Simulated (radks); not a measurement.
# W¹³⁺ in [Kr] 4d10 4f11 5s2 6s2: an all-electron calculation

One table from this session's results is given with a row withheld; the runs are named, their logs left out.

Method: Dirac Kohn-Sham, PBE, spin-unpolarised, spherical densities, finite nucleus; open shells fill j = l - 1/2 first. Code: radks (a radial shooting solver on a logarithmic mesh, Libxc functionals) version 1.

**Starting point**

| Item | Value |
| --- | --- |
| element | tungsten (Z = 74) |
| charge | +13 |
| electrons | 61 |
| configuration | [Kr] 4d10 4f11 5s2 6s2 |
| nuclear rms radius | 5.3658 fm |

Set-up of the first run:

The run's settings:

```text
Z 74
configuration [Kr] 4d10 4f11 5s2 6s2
relativity Dirac
functional pbe,pbe
spin unpolarised
j_filling energy
nucleus finite rms 5.3658 fm
c 137.035999084
```

Steps of the session up to this table: Self-consistent calculation.

One of the session's tables, all rows but one given; the rest of the session is left out.

It belongs to the step «Shells». Radial moments (bohr):

```
level      <r>  outermost maximum (interpolated)  90 % within  nodes
1s1/2  0.01835                            0.0115       0.0334      0
2s1/2  0.07695                            0.0659        0.120      1
2p1/2        ?                                 ?            ?      ?
2p3/2  0.07161                            0.0558        0.116      0
3s1/2   0.2005                             0.186        0.295      2
3p1/2   0.1905                             0.174        0.287      1
3p3/2   0.2052                             0.188        0.307      1
3d3/2   0.1796                             0.147        0.280      0
3d5/2   0.1841                             0.151        0.285      0
4s1/2   0.4459                             0.420        0.639      3
4p1/2   0.4499                             0.419        0.653      2
4p3/2   0.4812                             0.448        0.697      2
4d3/2   0.4925                             0.443        0.734      1
4d5/2   0.5026                             0.452        0.748      1
5s1/2   0.9381                             0.896         1.32      4
4f5/2   0.5306                             0.412        0.841      0
4f7/2   0.5359                             0.416        0.848      0
6s1/2    1.683                              1.70         2.32      5
```

Q: Estimate the row for 2p1/2 from the others.

The run gave: <r>: 0.06365; outermost maximum (interpolated): 0.0490; 90 % within: 0.106; nodes: 0. In the column «<r>» it lies between 1s1/2 (0.01835) and 2p3/2 (0.07161).
